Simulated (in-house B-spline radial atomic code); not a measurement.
**Co¹²⁺: density, ELF and screening along the radius**

Aim: the shell structure of Co¹²⁺ in the radial density, the electron localisation function and the screened nuclear charge, under several settings.

Program: in-house B-spline radial atomic code version 1. Level of theory: several methods, spin-polarised, as named in each step; spherical all-electron atom at the radial basis limit. These are calculated values, not measurements, unless marked.

## (1) What is computed

| Quantity | Value |
| --- | --- |
| element | cobalt (Z = 27) |
| charge | +12 |
| electrons | 15 |
| configuration | [Ne] 3s2 3p3 |
| nucleus | point (non-relativistic runs) or finite (X2C runs) |

Outer shells as boxes (Hund's rule):

[Ne] 3s2 3p3
```
[Ne] core
3s [↑↓]
3p [↑ ][↑ ][↑ ]
```

Where spins are not typed, each open shell is filled with up spins first.

## (2) LDA (VWN5), non-rel.

Settings of the run:

```ini
Z = 27
electrons = 15.0
configuration = [Ne] 3s2 3p3
hamiltonian = nr
method = lda,vwn
spin_polarised = True
```

Run with:

```
python run_scf.py task.json out
```

The settings of every run stand in task.json; they run in order.

From the run's result record (rounded, not every field):

```text
{
  "status": "converged",
  "scf [iteration, energy, orbital gradient]": [
    [1, -1307.90590903, 1.74],
    [2, -1317.64010546, 0.342],
    [3, -1318.049284, 0.134],
    [4, -1318.11396727, 0.0523],
    [5, -1318.12522864, 0.0116],
    [6, -1318.12579488, 4.31e-05],
    [7, -1318.12579489, 1.89e-06],
    [8, -1318.12579489, 2.43e-08]
  ],
  "energy [hartree]": {"total": -1318.12579489, "kinetic": 1317.06450158, "nuclear": -2940.02927787, "coulomb": 350.727812243, "xc": -45.8888308381},
  "orbitals [hartree, bohr; first row names the columns]": [
    ["name", "occ", "eps", "<r>", "<r^2>", "<1/r>", "r_max", "density_at_nucleus", "spin_orbit_zeta"],
    ["1s up", 1.0, -288.75009, 0.057004, 0.0043556, 26.468, 0.037564, 6019.8, "-"],
    ["1s down", 1.0, -288.65863, 0.056995, 0.0043542, 26.472, 0.037559, 6021.7, "-"],
    ["2s up", 1.0, -45.245682, 0.25759, 0.078117, 5.7311, 0.21587, 560.3, "-"],
    ["2s down", 1.0, -45.155042, 0.25724, 0.077864, 5.7356, 0.21591, 560.79, "-"],
    ["2p up", 3.0, -41.09822, 0.22468, 0.061788, 5.6911, 0.17259, "-", 0.35559],
    ["2p down", 3.0, -40.989139, 0.2245, 0.06164, 5.6922, 0.17276, "-", 0.3555],
    ["3s up", 1.0, -14.502513, 0.68083, 0.5269, 2.1086, 0.62841, 112.35, "-"],
    ["3s down", 1.0, -14.182001, 0.6841, 0.53238, 2.0969, 0.629, 111.01, "-"],
    ["3p up", 3.0, -13.194821, 0.6744, 0.52377, 2.0425, 0.61552, "-", 0.067389]
  ],
  "sum_r [bohr^k]": {"-1": 108.89, "1": 5.364514, "2": 3.165568},
  "density_at_nucleus [bohr^-3]": 13386.01,
  "spin_density_at_nucleus [bohr^-3]": -1.07485,
  "mass_velocity [hartree]": -40.41076,
  "darwin [hartree]": 30.2319,
  "radius_at_0.001 [bohr]": 1.676,
  "radius_enclosing_fraction [bohr]": {"0.5": 0.2558, "0.9": 0.791, "0.99": 1.193},
  "slater [hartree]": {
    "F0(3s up,3s up)": 1.3184,
    "F0(3s up,3s down)": 1.3153,
    "F0(3s up,3p up)": 1.3245,
    "G1(3s up,3p up)": 0.874,
    "F0(3s down,3s down)": 1.3123,
    "F0(3s down,3p up)": 1.3214,
    "F0(3p up,3p up)": 1.3331,
    "F2(3p up,3p up)": 0.67711
  }
}
```

It took 0.27 s on 1 thread, shared host.

radius_at_0.001 is where the density falls to 0.001 electrons per bohr³.

The record's radial tables, every 2nd point:

| r (bohr) | 4πr²n (1/bohr) | ELF | screened charge r·V (e) | reduced gradient s | 4πr²(n↑−n↓) |
| --- | --- | --- | --- | --- | --- |
| 0.00583 | 4.174 | 0.9996 | 26.37 | 0.4076 | -0.0001136 |
| 0.00822 | 7.295 | 0.9995 | 26.12 | 0.4250 | 0.0002346 |
| 0.0116 | 12.11 | 0.9991 | 25.77 | 0.4506 | 0.001996 |
| 0.0164 | 18.71 | 0.9983 | 25.30 | 0.4888 | 0.008911 |
| 0.0231 | 25.98 | 0.9953 | 24.68 | 0.5454 | 0.03211 |
| 0.0325 | 31.41 | 0.9818 | 23.89 | 0.6279 | 0.1014 |
| 0.0459 | 31.95 | 0.8954 | 22.92 | 0.7339 | 0.2857 |
| 0.0647 | 27.75 | 0.5228 | 21.76 | 0.7744 | 0.6822 |
| 0.0913 | 25.38 | 0.2754 | 20.37 | 0.5223 | 1.306 |
| 0.129 | 30.89 | 0.5319 | 18.74 | 0.2939 | 1.768 |
| 0.182 | 35.98 | 0.8213 | 17.02 | 0.4164 | 1.251 |
| 0.256 | 26.96 | 0.7995 | 15.49 | 0.7265 | 0.07247 |
| 0.361 | 12.43 | 0.2084 | 14.26 | 0.9681 | 1.038 |
| 0.510 | 9.513 | 0.3856 | 13.19 | 0.3603 | 4.632 |
| 0.719 | 8.472 | 0.8971 | 12.39 | 0.7389 | 4.897 |
| 1.01 | 2.756 | 0.8117 | 12.06 | 1.914 | 1.633 |
| 1.43 | 0.2088 | 0.1673 | 12.00 | 6.685 | 0.1292 |
| 2.02 | 0.002439 | 0.0007272 | 12.00 | 40.17 | 0.001618 |

## (3) PBE, non-rel.

Settings of the run:

```ini
Z = 27
electrons = 15.0
configuration = [Ne] 3s2 3p3
hamiltonian = nr
method = pbe,pbe
spin_polarised = True
```

Result record:

```text
{
  "status": "converged",
  "scf [iteration, energy, orbital gradient]": [
    [1, -1310.20064977, 1.77],
    [2, -1320.09268928, 0.326],
    [3, -1320.47898547, 0.129],
    [4, -1320.54103286, 0.0507],
    [5, -1320.55210564, 0.0109],
    [6, -1320.55262357, 5.66e-05],
    [7, -1320.55262358, 2.98e-06],
    [8, -1320.55262358, 7.38e-08]
  ],
  "energy [hartree]": {"total": -1320.55262357, "kinetic": 1319.97779947, "nuclear": -2943.13237154, "coulomb": 350.962293738, "xc": -48.3603452383},
  "orbitals [hartree, bohr; first row names the columns]": [
    ["name", "occ", "eps", "<r>"],
    ["1s up", 1.0, -289.33004, 0.056914],
    ["1s down", 1.0, -289.24743, 0.056902],
    ["2s up", 1.0, -45.307519, 0.257],
    ["2s down", 1.0, -45.239535, 0.25674],
    ["2p up", 3.0, -41.113542, 0.2244],
    ["2p down", 3.0, -41.015785, 0.22433],
    ["3s up", 1.0, -14.536818, 0.68014],
    ["3s down", 1.0, -14.175182, 0.68354],
    ["3p up", 3.0, -13.208009, 0.67475]
  ],
  "sum_r [bohr^k]": {"-1": 109.0049, "1": 5.361671, "2": 3.162435}
}
```

It took 0.07 s on 1 thread, shared host.

Fields along the radius, from the same record (one point in 4):

| r (bohr) | 4πr²n (1/bohr) | ELF | screened charge r·V (e) | reduced gradient s | 4πr²(n↑−n↓) |
| --- | --- | --- | --- | --- | --- |
| 0.00583 | 4.192 | 0.9996 | 26.37 | 0.4076 | -0.00008 |
| 0.0116 | 12.16 | 0.9991 | 25.77 | 0.4507 | 0.002084 |
| 0.0231 | 26.06 | 0.9954 | 24.68 | 0.5457 | 0.03216 |
| 0.0459 | 31.98 | 0.8953 | 22.92 | 0.7351 | 0.2846 |
| 0.0912 | 25.34 | 0.2741 | 20.37 | 0.5230 | 1.300 |
| 0.182 | 36.05 | 0.8222 | 17.01 | 0.4161 | 1.249 |
| 0.361 | 12.37 | 0.2065 | 14.26 | 0.9724 | 1.019 |
| 0.718 | 8.515 | 0.8976 | 12.39 | 0.7384 | 4.933 |
| 1.43 | 0.2091 | 0.1665 | 12.00 | 6.658 | 0.1294 |

## (4) Hartree-Fock, non-rel.

Settings of the run:

```ini
Z = 27
electrons = 15.0
configuration = [Ne] 3s2 3p3
hamiltonian = nr
method = hf
spin_polarised = True
```

Result record:

```text
{
  "status": "converged",
  "scf [iteration, energy, orbital gradient]": [
    [1, -1309.74183806, 1.83],
    [2, -1320.08281804, 0.194],
    [3, -1320.17746976, 0.0877],
    [4, -1320.19667279, 0.0398],
    [5, -1320.20162235, 0.00371],
    [6, -1320.20167218, 0.000262],
    [7, -1320.20167232, 1.74e-05],
    [8, -1320.20167233, 4.62e-07],
    [9, -1320.20167233, 1.82e-08]
  ],
  "energy [hartree]": {"total": -1320.20167233, "kinetic": 1320.20167257, "nuclear": -2943.29532913, "coulomb": 350.9207816, "exact_exchange": -48.0287973743},
  "orbitals [hartree, bohr; first row names the columns]": [
    ["name", "occ", "eps", "<r>"],
    ["1s up", 1.0, -296.27885, 0.056887],
    ["1s down", 1.0, -296.10841, 0.056859],
    ["2s up", 1.0, -47.794801, 0.25545],
    ["2s down", 1.0, -47.668897, 0.25489],
    ["2p up", 3.0, -43.122666, 0.22337],
    ["2p down", 3.0, -42.886629, 0.22411],
    ["3s up", 1.0, -15.459767, 0.67947],
    ["3s down", 1.0, -14.575065, 0.68762],
    ["3p up", 3.0, -13.798672, 0.6777]
  ],
  "sum_r [bohr^k]": {"-1": 109.0109, "1": 5.3667, "2": 3.171201}
}
```

Run time: 0.09 s. Hardware: 1 thread, shared host.

Fields along the radius, from the same record (one point in 4):

| r (bohr) | 4πr²n (1/bohr) | ELF | screened charge r·V (e) | reduced gradient s | 4πr²(n↑−n↓) |
| --- | --- | --- | --- | --- | --- |
| 0.00584 | 4.201 | 0.9996 | 26.37 | 0.4071 | 0.0005440 |
| 0.0116 | 12.16 | 0.9992 | 25.77 | 0.4500 | 0.003827 |
| 0.0231 | 26.07 | 0.9955 | 24.68 | 0.5452 | 0.03532 |
| 0.0460 | 31.98 | 0.8952 | 22.91 | 0.7364 | 0.2868 |
| 0.0916 | 25.30 | 0.2719 | 20.35 | 0.5181 | 1.306 |
| 0.182 | 36.14 | 0.8239 | 17.01 | 0.4150 | 1.262 |
| 0.363 | 12.14 | 0.1952 | 14.24 | 0.9763 | 1.033 |
| 0.722 | 8.440 | 0.9004 | 12.38 | 0.7439 | 4.895 |
| 1.44 | 0.1960 | 0.1529 | 12.00 | 6.883 | 0.1193 |

## (5) ωB97X, non-rel.

Settings of the run:

```ini
Z = 27
electrons = 15.0
configuration = [Ne] 3s2 3p3
hamiltonian = nr
method = wb97x
spin_polarised = True
```

Result record:

```text
{
  "status": "converged",
  "scf [iteration, energy, orbital gradient]": [
    [1, -1310.5312989, 1.79],
    [2, -1320.6198748, 0.293],
    [3, -1320.88637498, 0.121],
    [4, -1320.93257393, 0.0496],
    [5, -1320.94191948, 0.00887],
    [6, -1320.94220569, 0.000175],
    [7, -1320.94220572, 1.25e-05],
    [8, -1320.94220572, 4.63e-07],
    [9, -1320.94220572, 8.72e-09]
  ],
  "energy [hartree]": {"total": -1320.94220572, "kinetic": 1320.45739396, "nuclear": -2943.73216896, "coulomb": 351.102911601, "exact_exchange": -9.6954322292, "xc": -39.0749100987},
  "orbitals [hartree, bohr; first row names the columns]": [
    ["name", "occ", "eps", "<r>"],
    ["1s up", 1.0, -290.6092, 0.056902],
    ["1s down", 1.0, -290.51785, 0.056886],
    ["2s up", 1.0, -45.850554, 0.25666],
    ["2s down", 1.0, -45.789324, 0.25636],
    ["2p up", 3.0, -41.576592, 0.22418],
    ["2p down", 3.0, -41.466664, 0.22429],
    ["3s up", 1.0, -14.831799, 0.67868],
    ["3s down", 1.0, -14.398829, 0.68433],
    ["3p up", 3.0, -13.441722, 0.67353]
  ],
  "sum_r [bohr^k]": {"-1": 109.0271, "1": 5.355834, "2": 3.151234}
}
```

Wall time 0.16 s (1 thread, shared host).

Fields along the radius, from the same record (one point in 4):

| r (bohr) | 4πr²n (1/bohr) | ELF | screened charge r·V (e) | reduced gradient s | 4πr²(n↑−n↓) |
| --- | --- | --- | --- | --- | --- |
| 0.00583 | 4.193 | 0.9996 | 26.37 | 0.4074 | 0.0003284 |
| 0.0116 | 12.16 | 0.9992 | 25.77 | 0.4506 | 0.003246 |
| 0.0231 | 26.07 | 0.9954 | 24.68 | 0.5457 | 0.03449 |
| 0.0459 | 31.98 | 0.8955 | 22.92 | 0.7353 | 0.2871 |
| 0.0913 | 25.33 | 0.2736 | 20.36 | 0.5217 | 1.309 |
| 0.182 | 36.08 | 0.8226 | 17.01 | 0.4158 | 1.264 |
| 0.361 | 12.36 | 0.2051 | 14.25 | 0.9736 | 1.012 |
| 0.719 | 8.516 | 0.8986 | 12.38 | 0.7384 | 4.935 |
| 1.43 | 0.1967 | 0.1558 | 12.00 | 6.813 | 0.1188 |

## (6) PBE0, non-rel.

Settings of the run:

```ini
Z = 27
electrons = 15.0
configuration = [Ne] 3s2 3p3
hamiltonian = nr
method = pbe0
spin_polarised = True
```

Result record:

```text
{
  "status": "converged",
  "scf [iteration, energy, orbital gradient]": [
    [1, -1310.23441585, 1.79],
    [2, -1320.2768968, 0.289],
    [3, -1320.55846548, 0.119],
    [4, -1320.60679799, 0.0486],
    [5, -1320.61638384, 0.00886],
    [6, -1320.61669841, 5.93e-05],
    [7, -1320.61669841, 2.73e-06],
    [8, -1320.61669841, 3.29e-08]
  ],
  "energy [hartree]": {"total": -1320.61669841, "kinetic": 1320.04177223, "nuclear": -2943.19486836, "coulomb": 350.965475806, "exact_exchange": -12.002256354, "xc": -36.4268217351},
  "orbitals [hartree, bohr; first row names the columns]": [
    ["name", "occ", "eps", "<r>"],
    ["1s up", 1.0, -291.07232, 0.056908],
    ["1s down", 1.0, -290.96821, 0.056892],
    ["2s up", 1.0, -45.942818, 0.25659],
    ["2s down", 1.0, -45.861567, 0.25625],
    ["2p up", 3.0, -41.629349, 0.22412],
    ["2p down", 3.0, -41.498391, 0.22427],
    ["3s up", 1.0, -14.778843, 0.67986],
    ["3s down", 1.0, -14.294905, 0.68432],
    ["3p up", 3.0, -13.366804, 0.67542]
  ],
  "sum_r [bohr^k]": {"-1": 109.0072, "1": 5.362276, "2": 3.163425}
}
```

Run time: 0.1 s. Hardware: 1 thread, shared host.

Fields along the radius, from the same record (one point in 4):

| r (bohr) | 4πr²n (1/bohr) | ELF | screened charge r·V (e) | reduced gradient s | 4πr²(n↑−n↓) |
| --- | --- | --- | --- | --- | --- |
| 0.00583 | 4.191 | 0.9996 | 26.37 | 0.4074 | 0.00007 |
| 0.0116 | 12.16 | 0.9992 | 25.77 | 0.4505 | 0.002505 |
| 0.0231 | 26.06 | 0.9954 | 24.68 | 0.5456 | 0.03292 |
| 0.0459 | 31.98 | 0.8956 | 22.92 | 0.7353 | 0.2846 |
| 0.0913 | 25.33 | 0.2735 | 20.37 | 0.5218 | 1.301 |
| 0.182 | 36.08 | 0.8227 | 17.01 | 0.4158 | 1.252 |
| 0.361 | 12.35 | 0.2054 | 14.26 | 0.9748 | 1.010 |
| 0.719 | 8.500 | 0.8984 | 12.39 | 0.7398 | 4.925 |
| 1.43 | 0.2085 | 0.1651 | 12.00 | 6.678 | 0.1287 |

## (7) Results

| run | total energy (hartree) | highest level (eV) | radius holding 50 / 90 / 99 % (bohr) | radius at n = 0.001 (bohr) | ELF minima on the full grid (bohr) |
| --- | --- | --- | --- | --- | --- |
| LDA (VWN5), non-rel. | -1318.1258 | -359.05 | 0.256 / 0.791 / 1.19 | 1.68 | 0.091, 0.43 |
| PBE, non-rel. | -1320.5526 | -359.41 | 0.256 / 0.790 / 1.19 | 1.68 | 0.091, 0.43 |
| Hartree-Fock, non-rel. | -1320.2017 | -375.48 | 0.255 / 0.792 / 1.19 | 1.68 | 0.092, 0.43 |
| ωB97X, non-rel. | -1320.9422 | -365.77 | 0.255 / 0.790 / 1.19 | 1.67 | 0.091, 0.43 |
| PBE0, non-rel. | -1320.6167 | -363.73 | 0.255 / 0.791 / 1.19 | 1.68 | 0.091, 0.43 |

What this shows: In the first run ELF has 2 minima on the grid, which mark the borders between shells. On the record's full grid the screened charge (r times the electrostatic potential) falls from 26.9 near the nucleus to 12.00 at 2.4 bohr; far out it tends to the net charge, 12. The grid is coarse (about 19 % a step), so the places of minima are rough.

Members of this set that are not shown: 1 used exact exchange with fractional occupations of an open shell, which is unsound here.
